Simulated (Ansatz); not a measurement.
# C2H7BGeO: the cost of one run

Program: Ansatz 0.2.0. Level of theory: RKS PBE/def2-SVP. These are calculated values, not measurements.

## Step 1: The structure to begin with

Bond lengths: B1–C2 1.531 Å, C2–C3 1.503 Å, C3–O4 1.468 Å, C2–Ge5 1.911 Å, O4–Ge5 1.866 Å, B1–H6 1.232 Å, B1–H7 1.201 Å, C2–H8 1.086 Å, C3–H9 1.103 Å, C3–H10 1.158 Å, Ge5–H11 1.564 Å, Ge5–H12 1.512 Å. Angles (14 of 22 angles, heavy atoms first): B1–C2–C3 113.6°, B1–C2–Ge5 110.5°, C3–C2–Ge5 88.6°, C2–C3–O4 103.6°, C3–O4–Ge5 91.4°, C2–Ge5–O4 76.3°, B1–C2–H8 116.4°, C3–C2–H8 111.6°, Ge5–C2–H8 113.0°, C2–B1–H6 121.5°, C2–B1–H7 123.1°, C2–C3–H9 117.3°, C2–C3–H10 111.6°, O4–C3–H9 110.1°.

Structure file:

```xyz
12

B    -1.4150    0.7283   -0.3855
C    -0.3774    0.0085    0.4808
C     0.9588    0.6965    0.5152
O     1.8491   -0.2460   -0.1734
Ge    0.4346   -1.4195   -0.4957
H    -2.5433    0.9814    0.0395
H    -1.1708    1.1559   -1.4805
H    -0.7002   -0.2870    1.4752
H     1.0265    1.6933    0.0481
H     1.3581    0.7964    1.5976
H     0.5807   -2.7086    0.3771
H     0.0757   -1.4543   -1.9645
```

## Step 2: Relaxing end A

The input, input.yaml:

```yaml
crystal:
  periodic: [false, false, false]
  atoms:
    - { symbol: B, position_ang: [-1.415, 0.7283, -0.3855] }
    - { symbol: C, position_ang: [-0.3774, 0.0085, 0.4808] }
    - { symbol: C, position_ang: [0.9588, 0.6965, 0.5152] }
    - { symbol: O, position_ang: [1.8491, -0.246, -0.1734] }
    - { symbol: Ge, position_ang: [0.4346, -1.4195, -0.4957] }
    - { symbol: H, position_ang: [-2.5433, 0.9814, 0.0395] }
    - { symbol: H, position_ang: [-1.1708, 1.1559, -1.4805] }
    - { symbol: H, position_ang: [-0.7002, -0.287, 1.4752] }
    - { symbol: H, position_ang: [1.0265, 1.6933, 0.0481] }
    - { symbol: H, position_ang: [1.3581, 0.7964, 1.5976] }
    - { symbol: H, position_ang: [0.5807, -2.7086, 0.3771] }
    - { symbol: H, position_ang: [0.0757, -1.4543, -1.9645] }
basis:
  gaussian: { orbitals: def2-SVP }
hamiltonian:
  xc: pbe
relax:
  f_tol: 0.02
  max_steps: 50
output:
  orbitals: {}
```

On the command line:

```console
> ansatz run input.yaml --threads 2 --pin off --max-ram 3072MiB --backend cpu --events-out ev --progress --plain --runs-dir out
```

What time and memory should one allow on 2 threads of AMD EPYC 7R13 (Zen 3), shared host?

About 37 s, with a peak of 0.2 GiB.
